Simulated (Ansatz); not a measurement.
# TiN₂ (quintet): B2PLYP, RPA-PBE over vertical spin and charge gaps, def2-TZVPP

Aim: run TiN₂ (quintet) with these functionals over vertical spin and charge gaps, and hold them against the top wave-function level at the same points.

The runs use Ansatz 0.2.0, Gaussian basis; def2-TZVPP, all electrons in the functionals, frozen cores in the correlation of double hybrids and RPA.

To be run: B2PLYP, RPA-PBE, at charge 0, quintet; charge 0, triplet; charge 0, septet; charge 1, quartet; charge 1, sextet.

10 further runs of the same task are left out: 5 for a known fault of the program, 5 set aside as unsound or not needed.

### Step 1. The system

The geometry is a PBE0/def2-TZVP stationary point (not a proven minimum).

3 atoms, charge 0, spin multiplicity 5.

Atoms are counted from 1 here; the program's logs count them from 0.

Bond lengths: Ti1–N2 1.991 Å, N2–N3 1.120 Å. Angles: Ti1–N2–N3 180.0°.

No dispersion term is added.

The geometry shown and the zero of energy belong to the point charge 0, quintet. The yardstick, UCCSD(T), and other wave-function levels (R restricted, U unrestricted, valence and pair active spaces) come from earlier runs.

### Step 2. B2PLYP, charge 0, quintet

in.yaml reads:

```yaml
crystal:
  periodic: [false, false, false]
  atoms:
    - {symbol: Ti, position_ang: [0.000000, 0.000000, 1.700283]}
    - {symbol: N, position_ang: [0.000000, 0.000000, -0.290276]}
    - {symbol: N, position_ang: [0.000000, 0.000000, -1.410007]}
basis:
  gaussian: {orbitals: def2-TZVPP}
magnetization: {spin_polarized: true, initial_magnetization: 4}
hamiltonian: {xc: {name: B2PLYP}}
correlation: {electrons: outside_noble_gas}
```

The run is started by

```sh
> ansatz run in.yaml --threads 2 --pin off --events-out ev --progress --plain --max-ram 24576MiB --backend cuda --devices 0, --max-vram 18GiB
```

What it wrote:

```text
Functional definition: B2PLYP
  name "B2PLYP"
  cite "Grimme, J. Chem. Phys. 124, 034108 (2006) doi:10.1063/1.2148954"
  cite "Becke, Phys. Rev. A 38, 3098 (1988) doi:10.1103/PhysRevA.38.3098"
  cite "Lee, Yang & Parr, Phys. Rev. B 37, 785 (1988) doi:10.1103/PhysRevB.37.785"
  parameter a = 0.53
  parameter c = 0.27
  exchange = (1 - a)*b88_x + a*exact_x
  correlation = (1 - c)*lyp_c + c*(mp2_os + mp2_ss)
842 factors; integrals over basis functions are off by at most 9.0e-4 eV
mean field evaluation 1: about -26069.0267 eV, gradient 4.1e1 eV
mean field evaluation 2: about -26069.1831 eV, gradient 4.1e1 eV
mean field evaluation 4: about -26071.8579 eV, gradient 4.4e1 eV
mean field evaluation 8: about -26080.9870 eV, gradient 1.2e0 eV
mean field evaluation 16: about -26081.0342 eV, gradient 1.9e-2 eV
mean field evaluation 32: about -26081.0151 eV, gradient 3.7e-1 eV
mean field evaluation 64: about -26081.0322 eV, gradient 1.0e-1 eV
mean field evaluation 96: about -26081.0356 eV, gradient 7.9e-2 eV
mean field evaluation 128: about -26038.0791 eV, gradient 3.1e1 eV
mean field -26081.03626347 eV, -958.4604043211 hartree, gradient 4.4e-6 eV, S^2 6.031514; 6 other end points of the search recorded, 0 dependent functions left out
11 core orbitals not correlated: weight in the atoms' cores, before any rotation towards them, 0.995 or more for the frozen orbitals, at most 0.002 for the correlated occupied ones
reference -26081.03639508 eV, -958.4604091578 hartree; 9, 5 occupied and 106, 110 virtual orbitals, 842 factors
second order -15.02001025 eV of doubles, -0.00000000 eV of singles
Total energy: -26085.09179785 eV, -958.6094424607 hartree
```

Wall time 18 s (1 × H100 (card shared with other runs) with 2 threads of AMD EPYC 7R13, shared host); peak host memory 0.81 GiB.

From the report: ⟨S²⟩ of the determinant 6.032 (pure quintet: 6.00).

### Step 3. B2PLYP, charge 0, triplet

in.yaml: that of step 2 with these lines changed.

```diff
@@ -8,3 +8,3 @@
   gaussian: {orbitals: def2-TZVPP}
-magnetization: {spin_polarized: true, initial_magnetization: 4}
+magnetization: {spin_polarized: true, initial_magnetization: 2}
 hamiltonian: {xc: {name: B2PLYP}}
```

Launched as before.

What it wrote, shortened:

```text
Functional definition: B2PLYP
  name "B2PLYP"
  cite "Grimme, J. Chem. Phys. 124, 034108 (2006) doi:10.1063/1.2148954"
  cite "Becke, Phys. Rev. A 38, 3098 (1988) doi:10.1103/PhysRevA.38.3098"
  cite "Lee, Yang & Parr, Phys. Rev. B 37, 785 (1988) doi:10.1103/PhysRevB.37.785"
[...]
842 factors; integrals over basis functions are off by at most 9.0e-4 eV
[...]
mean field -26080.64388223 eV, -958.4459845767 hartree, gradient 7.0e-6 eV, S^2 3.030508; 16 other end points of the search recorded, 0 dependent functions left out
11 core orbitals not correlated: weight in the atoms' cores, before any rotation towards them, 0.995 or more for the frozen orbitals, at most 0.002 for the correlated occupied ones
reference -26080.64400904 eV, -958.4459892368 hartree; 8, 6 occupied and 107, 109 virtual orbitals, 842 factors
second order -15.11324174 eV of doubles, -0.00000000 eV of singles
Total energy: -26084.72458431 eV, -958.5959476120 hartree
```

Wall time 17 s (1 × H100 (card shared with other runs) with 2 threads of AMD EPYC 7R13, shared host); peak host memory 0.81 GiB.

From the report: ⟨S²⟩ of the determinant 3.031 (pure triplet: 2.00). The determinant is far from a pure spin state, so its energy mixes those of several spin states (harmless only where they are near-degenerate, as at dissociation).

From charge 0, quintet: +8.5 kcal/mol.

### Step 4. B2PLYP, charge 0, septet

in.yaml: that of step 3 with these lines changed.

```diff
@@ -8,3 +8,3 @@
   gaussian: {orbitals: def2-TZVPP}
-magnetization: {spin_polarized: true, initial_magnetization: 2}
+magnetization: {spin_polarized: true, initial_magnetization: 6}
 hamiltonian: {xc: {name: B2PLYP}}
```

The command is unchanged.

What it wrote, shortened:

```text
Functional definition: B2PLYP
  name "B2PLYP"
  cite "Grimme, J. Chem. Phys. 124, 034108 (2006) doi:10.1063/1.2148954"
  cite "Becke, Phys. Rev. A 38, 3098 (1988) doi:10.1103/PhysRevA.38.3098"
  cite "Lee, Yang & Parr, Phys. Rev. B 37, 785 (1988) doi:10.1103/PhysRevB.37.785"
[...]
842 factors; integrals over basis functions are off by at most 9.0e-4 eV
[...]
mean field -26074.16172677 eV, -958.2077697572 hartree, gradient 2.9e-6 eV, S^2 12.017139; 18 other end points of the search recorded, 0 dependent functions left out
11 core orbitals not correlated: weight in the atoms' cores, before any rotation towards them, 0.998 or more for the frozen orbitals, at most 0.002 for the correlated occupied ones
reference -26074.16185269 eV, -958.2077743848 hartree; 10, 4 occupied and 105, 111 virtual orbitals, 842 factors
second order -11.52218640 eV of doubles, -0.00000000 eV of singles
Total energy: -26077.27284302 eV, -958.3221011706 hartree
```

It took 23 s on 1 × H100 (card shared with other runs) with 2 threads of AMD EPYC 7R13, shared host; peak host memory 0.81 GiB.

From the report: ⟨S²⟩ of the determinant 12.017 (pure septet: 12.00).

From charge 0, quintet: +180.3 kcal/mol.

### Step 5. B2PLYP, charge 1, quartet

in.yaml: that of step 4 with these lines changed.

```diff
@@ -8,3 +8,4 @@
   gaussian: {orbitals: def2-TZVPP}
-magnetization: {spin_polarized: true, initial_magnetization: 6}
+total_charge: 1
+magnetization: {spin_polarized: true, initial_magnetization: 3}
 hamiltonian: {xc: {name: B2PLYP}}
```

Same command.

What it wrote, shortened:

```text
Functional definition: B2PLYP
  name "B2PLYP"
  cite "Grimme, J. Chem. Phys. 124, 034108 (2006) doi:10.1063/1.2148954"
  cite "Becke, Phys. Rev. A 38, 3098 (1988) doi:10.1103/PhysRevA.38.3098"
  cite "Lee, Yang & Parr, Phys. Rev. B 37, 785 (1988) doi:10.1103/PhysRevB.37.785"
[...]
842 factors; integrals over basis functions are off by at most 9.0e-4 eV
[...]
mean field -26075.36259534 eV, -958.2519008632 hartree, gradient 6.5e-6 eV, S^2 3.776256; 6 other end points of the search recorded, 0 dependent functions left out
11 core orbitals not correlated: weight in the atoms' cores, before any rotation towards them, 0.994 or more for the frozen orbitals, at most 0.003 for the correlated occupied ones
reference -26075.36274087 eV, -958.2519062111 hartree; 8, 5 occupied and 107, 110 virtual orbitals, 842 factors
second order -14.19941819 eV of doubles, -0.00000000 eV of singles
Total energy: -26079.19658378 eV, -958.3927973394 hartree
```

Run time: 6 s. Hardware: 1 × H100 (card shared with other runs) with 2 threads of AMD EPYC 7R13, shared host; peak host memory 0.81 GiB.

From the report: ⟨S²⟩ of the determinant 3.776 (pure quartet: 3.75).

From charge 0, quintet: +135.9 kcal/mol.

### Step 6. B2PLYP, charge 1, sextet

in.yaml: that of step 5 with these lines changed.

```diff
@@ -9,3 +9,3 @@
 total_charge: 1
-magnetization: {spin_polarized: true, initial_magnetization: 3}
+magnetization: {spin_polarized: true, initial_magnetization: 5}
 hamiltonian: {xc: {name: B2PLYP}}
```

Same command.

What it wrote, shortened:

```text
Functional definition: B2PLYP
  name "B2PLYP"
  cite "Grimme, J. Chem. Phys. 124, 034108 (2006) doi:10.1063/1.2148954"
  cite "Becke, Phys. Rev. A 38, 3098 (1988) doi:10.1103/PhysRevA.38.3098"
  cite "Lee, Yang & Parr, Phys. Rev. B 37, 785 (1988) doi:10.1103/PhysRevB.37.785"
[...]
842 factors; integrals over basis functions are off by at most 9.0e-4 eV
[...]
mean field -26068.65399665 eV, -958.0053644086 hartree, gradient 1.2e-6 eV, S^2 8.765091; 15 other end points of the search recorded, 0 dependent functions left out
11 core orbitals not correlated: weight in the atoms' cores, before any rotation towards them, 0.995 or more for the frozen orbitals, at most 0.002 for the correlated occupied ones
reference -26068.65413593 eV, -958.0053695270 hartree; 9, 4 occupied and 106, 111 virtual orbitals, 842 factors
second order -11.08597859 eV of doubles, -0.00000000 eV of singles
Total energy: -26071.64735015 eV, -958.1153681207 hartree
```

It took 12 s on 1 × H100 (card shared with other runs) with 2 threads of AMD EPYC 7R13, shared host; peak host memory 0.82 GiB.

From the report: ⟨S²⟩ of the determinant 8.765 (pure sextet: 8.75).

From charge 0, quintet: +310.0 kcal/mol.

### Step 7. RPA-PBE, charge 0, quintet

in.yaml reads:

```yaml
crystal:
  periodic: [false, false, false]
  atoms:
    - {symbol: Ti, position_ang: [0.000000, 0.000000, 1.700283]}
    - {symbol: N, position_ang: [0.000000, 0.000000, -0.290276]}
    - {symbol: N, position_ang: [0.000000, 0.000000, -1.410007]}
basis:
  gaussian: {orbitals: def2-TZVPP}
magnetization: {spin_polarized: true, initial_magnetization: 4}
hamiltonian: {xc: {name: PBE}}
correlation: {method: rpa, electrons: outside_noble_gas}
```

Same command.

What it wrote, shortened:

```text
Functional definition: PBE
  name "PBE"
  cite "Perdew, Burke & Ernzerhof, Phys. Rev. Lett. 77, 3865 (1996) doi:10.1103/PhysRevLett.77.3865"
  parent pbe
[...]
842 factors; integrals over basis functions are off by at most 9.0e-4 eV
[...]
mean field -26085.13921625 eV, -958.6111850548 hartree, gradient 4.7e-6 eV, S^2 6.004207; 7 other end points of the search recorded, 0 dependent functions left out
11 core orbitals not correlated: weight in the atoms' cores, before any rotation towards them, 0.997 or more for the frozen orbitals, at most 0.002 for the correlated occupied ones
reference -26049.03744153 eV, -957.2844693046 hartree; 9, 5 occupied and 106, 110 virtual orbitals, 842 factors
Total energy: -26069.30949173 eV, -958.0294534085 hartree
```

Run time: 28 s. Hardware: 1 × H100 (card shared with other runs) with 2 threads of AMD EPYC 7R13, shared host; peak host memory 0.87 GiB.

From the report: ⟨S²⟩ of the determinant 6.004 (pure quintet: 6.00).

### Step 8. RPA-PBE, charge 0, triplet

in.yaml: that of step 7 with these lines changed.

```diff
@@ -8,3 +8,3 @@
   gaussian: {orbitals: def2-TZVPP}
-magnetization: {spin_polarized: true, initial_magnetization: 4}
+magnetization: {spin_polarized: true, initial_magnetization: 2}
 hamiltonian: {xc: {name: PBE}}
```

The command is unchanged.

What it wrote, shortened:

```text
Functional definition: PBE
  name "PBE"
  cite "Perdew, Burke & Ernzerhof, Phys. Rev. Lett. 77, 3865 (1996) doi:10.1103/PhysRevLett.77.3865"
  parent pbe
[...]
842 factors; integrals over basis functions are off by at most 9.0e-4 eV
[...]
mean field -26084.62721289 eV, -958.5923692785 hartree, gradient 8.8e-8 eV, S^2 2.826667; 27 other end points of the search recorded, 0 dependent functions left out
11 core orbitals not correlated: weight in the atoms' cores, before any rotation towards them, 0.997 or more for the frozen orbitals, at most 0.001 for the correlated occupied ones
reference -26047.79870411 eV, -957.2389465440 hartree; 8, 6 occupied and 107, 109 virtual orbitals, 842 factors
Total energy: -26068.93841082 eV, -958.0158164365 hartree
```

Wall time 21 s (1 × H100 (card shared with other runs) with 2 threads of AMD EPYC 7R13, shared host); peak host memory 0.91 GiB.

From the report: ⟨S²⟩ of the determinant 2.827 (pure triplet: 2.00). The determinant is far from a pure spin state, so its energy mixes those of several spin states (harmless only where they are near-degenerate, as at dissociation).

From charge 0, quintet: +8.6 kcal/mol.

### Step 9. RPA-PBE, charge 0, septet

in.yaml: that of step 8 with these lines changed.

```diff
@@ -8,3 +8,3 @@
   gaussian: {orbitals: def2-TZVPP}
-magnetization: {spin_polarized: true, initial_magnetization: 2}
+magnetization: {spin_polarized: true, initial_magnetization: 6}
 hamiltonian: {xc: {name: PBE}}
```

Launched as before.

What it wrote, shortened:

```text
Functional definition: PBE
  name "PBE"
  cite "Perdew, Burke & Ernzerhof, Phys. Rev. Lett. 77, 3865 (1996) doi:10.1103/PhysRevLett.77.3865"
  parent pbe
[...]
842 factors; integrals over basis functions are off by at most 9.0e-4 eV
[...]
mean field -26077.89600497 eV, -958.3450019499 hartree, gradient 3.3e-6 eV, S^2 12.006592; 10 other end points of the search recorded, 0 dependent functions left out
11 core orbitals not correlated: weight in the atoms' cores, before any rotation towards them, 0.997 or more for the frozen orbitals, at most 0.001 for the correlated occupied ones
reference -26041.42166594 eV, -957.0045947138 hartree; 10, 4 occupied and 105, 111 virtual orbitals, 842 factors
Total energy: -26061.97066873 eV, -957.7597566378 hartree
```

Wall time 8.5 s (1 × H100 (card shared with other runs) with 2 threads of AMD EPYC 7R13, shared host); peak host memory 0.87 GiB.

From the report: ⟨S²⟩ of the determinant 12.007 (pure septet: 12.00).

From charge 0, quintet: +169.2 kcal/mol.

### Step 10. RPA-PBE, charge 1, quartet

in.yaml: that of step 9 with these lines changed.

```diff
@@ -8,3 +8,4 @@
   gaussian: {orbitals: def2-TZVPP}
-magnetization: {spin_polarized: true, initial_magnetization: 6}
+total_charge: 1
+magnetization: {spin_polarized: true, initial_magnetization: 3}
 hamiltonian: {xc: {name: PBE}}
```

The command is unchanged.

What it wrote, shortened:

```text
Functional definition: PBE
  name "PBE"
  cite "Perdew, Burke & Ernzerhof, Phys. Rev. Lett. 77, 3865 (1996) doi:10.1103/PhysRevLett.77.3865"
  parent pbe
[...]
842 factors; integrals over basis functions are off by at most 9.0e-4 eV
[...]
mean field -26078.63767826 eV, -958.3722579406 hartree, gradient 1.8e-6 eV, S^2 3.754326; 8 other end points of the search recorded, 0 dependent functions left out
11 core orbitals not correlated: weight in the atoms' cores, before any rotation towards them, 0.997 or more for the frozen orbitals, at most 0.002 for the correlated occupied ones
reference -26044.18733134 eV, -957.1062310425 hartree; 8, 5 occupied and 107, 110 virtual orbitals, 842 factors
Total energy: -26062.90379218 eV, -957.7940482918 hartree
```

Wall time 13 s (1 × H100 (card shared with other runs) with 2 threads of AMD EPYC 7R13, shared host); peak host memory 0.87 GiB.

From the report: ⟨S²⟩ of the determinant 3.754 (pure quartet: 3.75).

From charge 0, quintet: +147.7 kcal/mol.

### Step 11. RPA-PBE, charge 1, sextet

in.yaml: that of step 10 with these lines changed.

```diff
@@ -9,3 +9,3 @@
 total_charge: 1
-magnetization: {spin_polarized: true, initial_magnetization: 3}
+magnetization: {spin_polarized: true, initial_magnetization: 5}
 hamiltonian: {xc: {name: PBE}}
```

The command is unchanged.

What it wrote, shortened:

```text
Functional definition: PBE
  name "PBE"
  cite "Perdew, Burke & Ernzerhof, Phys. Rev. Lett. 77, 3865 (1996) doi:10.1103/PhysRevLett.77.3865"
  parent pbe
[...]
842 factors; integrals over basis functions are off by at most 9.0e-4 eV
[...]
mean field -26072.29174989 eV, -958.1390493742 hartree, gradient 1.4e-6 eV, S^2 8.759964; 7 other end points of the search recorded, 0 dependent functions left out
11 core orbitals not correlated: weight in the atoms' cores, before any rotation towards them, 0.997 or more for the frozen orbitals, at most 0.001 for the correlated occupied ones
reference -26036.39625806 eV, -956.8199143805 hartree; 9, 4 occupied and 106, 111 virtual orbitals, 842 factors
Total energy: -26056.30201586 eV, -957.5514374869 hartree
```

Wall time 9.5 s (1 × H100 (card shared with other runs) with 2 threads of AMD EPYC 7R13, shared host); peak host memory 0.87 GiB.

From the report: ⟨S²⟩ of the determinant 8.760 (pure sextet: 8.75).

From charge 0, quintet: +300.0 kcal/mol.

### Step 12. The comparison

No level is safe as a reference over these points; UCCSD(T) serves as a yardstick only. It comes from earlier runs at the same points. Energies in kcal/mol, counted from charge 0, quintet; blanks weren't run or aren't comparable.

```csv
level,quintet to triplet,quintet to septet,ionisation to the quartet cation,ionisation to the sextet cation
UCCSD(T),4.2,174.4,134.2,300.2
B2PLYP,8.5,180.3,135.9,310.0
RPA-PBE,8.6,169.2,147.7,300.0
```

Largest miss and mean time a point (UCCSD(T) took 82 s a point; shared hosts):

```csv
level,largest miss (kcal/mol),where,time a point
B2PLYP,+9.8,ionisation to the sextet cation,15 s
RPA-PBE,+13.5,ionisation to the quartet cation,16 s
```

### Step 13. Results

| quantity | value |
| --- | --- |
| quintet to triplet, UCCSD(T) | 4.2 kcal/mol |
| quintet to septet, UCCSD(T) | 174.4 kcal/mol |
| ionisation to the quartet cation, UCCSD(T) | 134.2 kcal/mol |
| ionisation to the sextet cation, UCCSD(T) | 300.2 kcal/mol |
| largest miss, B2PLYP | +9.8 kcal/mol (ionisation to the sextet cation) |
| largest miss, RPA-PBE | +13.5 kcal/mol (ionisation to the quartet cation) |

Of the functionals, B2PLYP keep the smallest largest miss at the points compared (at most 9.8 kcal/mol) and RPA-PBE strays most (13.5 kcal/mol, at ionisation to the quartet cation). B2PLYP, RPA-PBE clearly break the spin symmetry at some points (⟨S²⟩ up to 1.03 above the pure value), so energy there is bought with a mixed spin. Functionals and the yardstick converge differently with the basis, so part of each miss in def2-TZVPP is the basis. The yardstick itself may be off where one determinant is a poor start.
